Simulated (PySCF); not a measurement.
**Si2NH7O2 (SMILES O[SiH2]N[SiH2]O): levels of theory compared**

Wanted: a comparison of 6 runs (HF/STO-3G, HF/def2-SVP, PBE0/6-31G*, B2PLYP/pcseg-1, PBE/6-311+G**, MP2/6-31G*) of Si2NH7O2. 

The calculation is run with PySCF 2.14.0.

## Step 1: The molecule

The species is Si2NH7O2 (12 atoms), meant as a singlet with charge 0. As SMILES, `O[SiH2]N[SiH2]O`. The shape is that of a PBE0-D4/def2-TZVP optimisation. This is a higher conformer, about 10 kJ/mol above the lowest found by a separate search.

Bond lengths: O1–Si2 1.645 Å, Si2–N3 1.723 Å, N3–Si4 1.713 Å, Si4–O5 1.647 Å, O1–H6 0.958 Å, Si2–H7 1.487 Å, Si2–H8 1.477 Å, N3–H9 1.010 Å, Si4–H10 1.484 Å, Si4–H11 1.490 Å, O5–H12 0.958 Å. Some angles: O1–Si2–N3 114.4°, Si2–N3–Si4 127.5°, N3–Si4–O5 109.1°, O1–Si2–H7 110.5°, O1–Si2–H8 103.5°, N3–Si2–H7 105.7°, N3–Si2–H8 110.3°, Si2–O1–H6 117.9°, Si2–N3–H9 115.8°, Si4–N3–H9 116.7°.

## Step 2: Energy and gradient at HF/STO-3G (run 1)

The input, calc.py:

```python
from pyscf import gto, scf

mol = gto.M(
    atom='''
O     -3.413601    -1.034625    -3.503552
Si    -2.507100    -1.757823    -0.618507
N      0.593563    -1.019696     0.043464
Si     1.818294     1.892561     0.748521
O      2.936067     1.850987     3.652652
H     -2.543193    -1.817161    -4.884753
H     -2.743504    -4.523437    -0.175745
H     -4.225806    -0.264940     0.997964
H      1.801098    -2.497084     0.114517
H     -0.305191     3.702162     0.456369
H      3.932898     2.605176    -0.968485
H      4.311977     2.967626     4.022660
''',
    max_memory=1860,
    spin=0,
    unit='bohr',
    verbose=4,
    basis='sto-3g',
)

hf = scf.RHF(mol)
hf.conv_tol = 1e-10
hf.kernel()
if not hf.converged:
    hf = hf.newton().run(hf.mo_coeff, hf.mo_occ)

e_tot = hf.e_tot
print(f'total energy: {e_tot:.8f} hartree')
grad = hf.nuc_grad_method().kernel()
dip = hf.dip_moment()
pop, q = hf.mulliken_pop()
```

Run with:

```
$ OMP_NUM_THREADS=1 python calc.py
```

The program printed:

```text
PySCF version 2.14.0

[... 64 lines left out ...]
converged SCF energy = -776.767593069402
total energy: -776.76759307 hartree
[... 11 lines left out ...]
Dipole moment(X, Y, Z, Debye):  1.77894, -0.32841, -0.66338
[... 14 lines left out ...]
pop of  1 Si 3pz          0.62266
pop of  2 N 1s            1.99522
pop of  2 N 2s            1.55074
pop of  2 N 2px           1.20615
pop of  2 N 2py           1.16299
pop of  2 N 2pz           1.83869
pop of  3 Si 1s           1.99960
pop of  3 Si 2s           1.98699
pop of  3 Si 3s           1.09190
pop of  3 Si 2px          1.96472
pop of  3 Si 2py          1.96445
pop of  3 Si 2pz          1.96424
pop of  3 Si 3px          0.75108
pop of  3 Si 3py          0.66012
pop of  3 Si 3pz          0.60614
pop of  4 O 1s            1.99761
pop of  4 O 2s            1.82019
pop of  4 O 2px           1.50172
pop of  4 O 2py           1.67275
pop of  4 O 2pz           1.51794
pop of  5 H 1s            0.83181
pop of  6 H 1s            1.18385
pop of  7 H 1s            1.17012
pop of  8 H 1s            0.86049
pop of  9 H 1s            1.18088
pop of  10 H 1s           1.19103
pop of  11 H 1s           0.82929
 ** Mulliken atomic charges  **
charge of    0O =     -0.50829
charge of    1Si =      1.00899
charge of    2N =     -0.75380
charge of    3Si =      1.01076
charge of    4O =     -0.51020
charge of    5H =      0.16819
charge of    6H =     -0.18385
charge of    7H =     -0.17012
charge of    8H =      0.13951
charge of    9H =     -0.18088
charge of   10H =     -0.19103
charge of   11H =      0.17071
```

Wall time 4.8 s (1 thread of Intel Xeon at 2.50GHz (Skylake/Cascade Lake), shared host); peak memory 0.12 GiB.

## Step 3: Energy and gradient at HF/def2-SVP (run 2)

The input, job.py:

```python
import pyscf.grad
from pyscf import gto, scf

system = gto.M(
    atom='''
O     -3.413601    -1.034625    -3.503552
Si    -2.507100    -1.757823    -0.618507
N      0.593563    -1.019696     0.043464
Si     1.818294     1.892561     0.748521
O      2.936067     1.850987     3.652652
H     -2.543193    -1.817161    -4.884753
H     -2.743504    -4.523437    -0.175745
H     -4.225806    -0.264940     0.997964
H      1.801098    -2.497084     0.114517
H     -0.305191     3.702162     0.456369
H      3.932898     2.605176    -0.968485
H      4.311977     2.967626     4.022660
''',
    verbose=4,
    charge=0,
    basis='def2-svp',
    unit='bohr',
    max_memory=1860,
)

hf = scf.RHF(system)
hf.conv_tol = 1e-10
hf.kernel()
if not hf.converged:
    hf = hf.newton().run(hf.mo_coeff, hf.mo_occ)

e_tot = hf.e_tot
print(f'total energy: {e_tot:.8f} hartree')
grad = hf.Gradients().kernel()
dip = hf.dip_moment()
pop, q = hf.mulliken_pop()
```

Run with:

```
$ OMP_NUM_THREADS=1 python job.py
```

The program printed:

```text
PySCF version 2.14.0

[... 66 lines left out ...]
converged SCF energy = -785.916706012749
total energy: -785.91670601 hartree
[... 11 lines left out ...]
Dipole moment(X, Y, Z, Debye):  2.70929, -0.56682, -0.81171
[... 87 lines left out ...]
pop of  6 H 2py           0.00955
pop of  6 H 2pz           0.00058
pop of  7 H 1s            0.75824
pop of  7 H 2s            0.41069
pop of  7 H 2px           0.00421
pop of  7 H 2py           0.00328
pop of  7 H 2pz           0.00334
pop of  8 H 1s            0.69620
pop of  8 H 2s            0.07488
pop of  8 H 2px           0.01665
pop of  8 H 2py           0.02052
pop of  8 H 2pz           0.01198
pop of  9 H 1s            0.75868
pop of  9 H 2s            0.41821
pop of  9 H 2px           0.00604
pop of  9 H 2py           0.00439
pop of  9 H 2pz           0.00040
pop of  10 H 1s           0.75921
pop of  10 H 2s           0.43000
pop of  10 H 2px          0.00557
pop of  10 H 2py          0.00099
pop of  10 H 2pz          0.00398
pop of  11 H 1s           0.66480
pop of  11 H 2s           0.04675
pop of  11 H 2px          0.03053
pop of  11 H 2py          0.02573
pop of  11 H 2pz          0.01765
 ** Mulliken atomic charges  **
charge of    0O =     -0.55191
charge of    1Si =      1.03994
charge of    2N =     -0.79157
charge of    3Si =      1.01563
charge of    4O =     -0.55009
charge of    5H =      0.20846
charge of    6H =     -0.19755
charge of    7H =     -0.17976
charge of    8H =      0.17977
charge of    9H =     -0.18772
charge of   10H =     -0.19975
charge of   11H =      0.21453
```

It took 28 s on 1 thread of Intel Xeon at 2.50GHz (Skylake/Cascade Lake), shared host; peak memory 0.27 GiB.

Runs 3 to 5 aren't shown in full; the table further down has their settings and results.

## Step 4: Energy and forces at MP2/6-31G(d) (spherical functions) (run 6)

The input, job.py:

```python
from pyscf import gto, mp

mol = gto.Mole()
mol.atom = '''
O     -3.413601    -1.034625    -3.503552
Si    -2.507100    -1.757823    -0.618507
N      0.593563    -1.019696     0.043464
Si     1.818294     1.892561     0.748521
O      2.936067     1.850987     3.652652
H     -2.543193    -1.817161    -4.884753
H     -2.743504    -4.523437    -0.175745
H     -4.225806    -0.264940     0.997964
H      1.801098    -2.497084     0.114517
H     -0.305191     3.702162     0.456369
H      3.932898     2.605176    -0.968485
H      4.311977     2.967626     4.022660
'''
mol.unit = 'bohr'
mol.max_memory = 1860
mol.basis = '6-31g*'
mol.spin = 0
mol.verbose = 3
mol.build()

hf = mol.RHF()
hf.conv_tol = 1e-10
hf.kernel()
if not hf.converged:
    hf = hf.newton().run(hf.mo_coeff, hf.mo_occ)

pt = mp.MP2(hf, frozen=13).run()
etot = pt.e_tot
print('E(%s) = %.9f' % ('MP2', etot))
grad = pt.nuc_grad_method().kernel()
hf.analyze()
```

Run with:

```
$ OMP_NUM_THREADS=1 python job.py
```

The program printed:

```text
converged SCF energy = -786.211121548081
[... 15 lines left out ...]
MO #4   energy= -20.553824180541   occ= 2
[... 7 lines left out ...]
MO #12  energy= -4.25208462313579  occ= 2
[... 7 lines left out ...]
MO #20  energy= -0.653492838005203 occ= 2
[... 7 lines left out ...]
MO #28  energy= -0.451481469605411 occ= 2
[... 7 lines left out ...]
MO #36  energy= 0.262962160708786  occ= 0
[... 7 lines left out ...]
MO #44  energy= 0.437341324966606  occ= 0
[... 7 lines left out ...]
MO #52  energy= 0.858171879526941  occ= 0
[... 7 lines left out ...]
MO #60  energy= 1.21014414352067   occ= 0
[... 7 lines left out ...]
MO #68  energy= 1.40220442911715   occ= 0
[... 7 lines left out ...]
MO #76  energy= 1.78177869701639   occ= 0
[... 7 lines left out ...]
MO #84  energy= 2.27925169516767   occ= 0
[... 7 lines left out ...]
MO #92  energy= 2.97911666704292   occ= 0
[... 13 lines left out ...]
Dipole moment(X, Y, Z, Debye):  2.80427, -0.59057, -0.84074
```

It took 41 s on 1 thread of Intel Xeon at 2.50GHz (Skylake/Cascade Lake), shared host; peak memory 0.58 GiB.

## Step 5: All runs side by side

| run | level | integration grid | task | energy (Eh) | dipole moment (D) of the reference | HOMO energy (eV) | LUMO energy (eV) | wall time |
| --- | --- | --- | --- | --- | --- | --- | --- | --- |
| 1 | HF/STO-3G | – | gradient | -776.767593 | 1.93 | -7.98 | 12.63 | 4.8 s |
| 2 | HF/def2-SVP | – | gradient | -785.916706 | 2.88 | -11.36 | 4.47 | 28 s |
| 3 | PBE0/6-31G* (spherical functions) | 5 | gradient | -787.997507 | 2.86 | -7.72 | 1.23 | 72 s |
| 4 | B2PLYP/pcseg-1 | 5 | energy | -788.006468 | 2.79 | -9.23 | 1.75 | 75 s |
| 5 | PBE/6-311+G** | 5 | gradient | -788.076482 | 2.64 | -6.63 | -0.87 | 3.1 min |
| 6 | MP2/6-31G* (spherical functions) | – | gradient | -786.885887 | 2.99 | -11.25 | 4.39 | 41 s |

## Step 6: Results

| quantity | value |
| --- | --- |
| run 6: total energy | -786.88589 Eh |
| run 6: dipole moment (Hartree–Fock density) | 2.99 D |
| run 6: HOMO energy (Hartree–Fock orbitals) | -11.25 eV |
| run 6: LUMO energy (Hartree–Fock orbitals) | 4.39 eV |
| run 6: HOMO–LUMO gap (Hartree–Fock orbitals) | 15.65 eV |
| run 6: correlation energy (13 core orbitals frozen) | -674.8 mEh |
| run 6: largest force on an atom | 0.806 eV/Å |

What this shows: Over runs 1, 2, 3, 4, 5 the dipole moment (its size) runs from 1.93 D (HF/STO-3G) to 2.88 D (HF/def2-SVP). Over runs 1, 2, 3, 4, 5 the HOMO–LUMO gap runs from 5.76 eV (PBE/6-311+G**) to 20.61 eV (HF/STO-3G). The two ends differ in method and basis. Totals of different functionals can't be ranked against each other. In run 1 the basis is minimal, so the values are rough. All runs together took 6.7 min, the longest 3.1 min.
